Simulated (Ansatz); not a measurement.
# HfSi: one candidate structure

Aim: relax HfSi from this start, structure reported for this formula (Pnma, No. 62), and see where it ends.

Program: Ansatz 0.2.0. Level of theory: DFT r2SCAN, scalar-relativistic, plane waves, PAW. These are calculated values, not measurements.

**1. Starting point**

Symmetry: Pnma, No. 62, orthorhombic system. The conventional cell has a = 6.889 Å, b = 3.772 Å, c = 5.223 Å, α = 90.00°, β = 90.00°, γ = 90.00°. Around Hf (site symmetry m) lie 7 Si at 2.71 to 2.82 Å. Si (site symmetry m) is surrounded by 2 Si at 2.39 Å and 7 Hf at 2.71 to 2.82 Å.

As a file:

```cif
data_structure
_symmetry_space_group_name_H-M 'P 1'
_symmetry_Int_Tables_number 1
_cell_length_a 6.8890
_cell_length_b 3.7720
_cell_length_c 5.2230
_cell_angle_alpha 90.000
_cell_angle_beta 90.000
_cell_angle_gamma 90.000
_cell_volume 135.72
loop_
_atom_site_label
_atom_site_type_symbol
_atom_site_fract_x
_atom_site_fract_y
_atom_site_fract_z
_atom_site_occupancy
Hf1 Hf 0.17800 0.25000 0.12400 1
Hf2 Hf 0.32200 0.75000 0.62400 1
Hf3 Hf 0.67800 0.25000 0.37600 1
Hf4 Hf 0.82200 0.75000 0.87600 1
Si1 Si 0.04000 0.25000 0.63000 1
Si2 Si 0.46000 0.75000 0.13000 1
Si3 Si 0.54000 0.25000 0.87000 1
Si4 Si 0.96000 0.75000 0.37000 1
```

(A quick probe on a coarse mesh, which set the mesh and smearing, is not shown.)

**3. A loose first relaxation**

File input.yaml:

```yaml
crystal:
  lattice:
    - [6.889, 0.0, 0.0]
    - [0.0, 3.772, 0.0]
    - [0.0, 0.0, 5.223]
  atoms:
    - { symbol: Hf, position: [0.178, 0.25, 0.124] }
    - { symbol: Hf, position: [0.322, 0.75, 0.624] }
    - { symbol: Hf, position: [0.678, 0.25, 0.376] }
    - { symbol: Hf, position: [0.822, 0.75, 0.876] }
    - { symbol: Si, position: [0.04, 0.25, 0.63] }
    - { symbol: Si, position: [0.46, 0.75, 0.13] }
    - { symbol: Si, position: [0.54, 0.25, 0.87] }
    - { symbol: Si, position: [0.96, 0.75, 0.37] }
basis:
  ecutwfc: 500
kpoints:
  mp_grid: { grid: [4, 4, 4] }
hamiltonian:
  xc: r2scan
scf:
  occupations: { method: gaussian, width: 0.1 }
  lower_state_search: "off"
output:
  forces: true
  stress: true
  eigenvalues: true
relax:
  adjacent_minimum: "off"
  f_tol: 0.04
  max_steps: 70
  cell: { stress_tol: 0.4 }
```

Launch:

```console
$ ansatz run input.yaml --threads 1 --pin off --max-ram 3072MiB --backend cpu --events-out ev --progress --plain --runs-dir out
```

Further runs follow: relaxing cell and atoms.

Q: Predict the outcome of this session.

As calculated:

Formation energies count from the elements, computed with the same settings in runs not shown here.

```
                          quantity                                                                      value
                              cell  a = 6.862 Å, b = 3.775 Å, c = 5.225 Å, α = 90.00°, β = 90.00°, γ = 90.00°
                       space group                                                              Pnma (No. 62)
                            volume                                                              16.92 Å³/atom
                   gap on the mesh                                                               none (metal)
formation energy from the elements                                                             -0.858 eV/atom
```

The space group stayed Pnma, and from the first guess the volume went from 16.97 to 16.92 Å³/atom. With -0.86 eV/atom it lies under the elements, which doesn't yet make it stable against other compounds of them. The runs treat Hf without spin-orbit coupling.
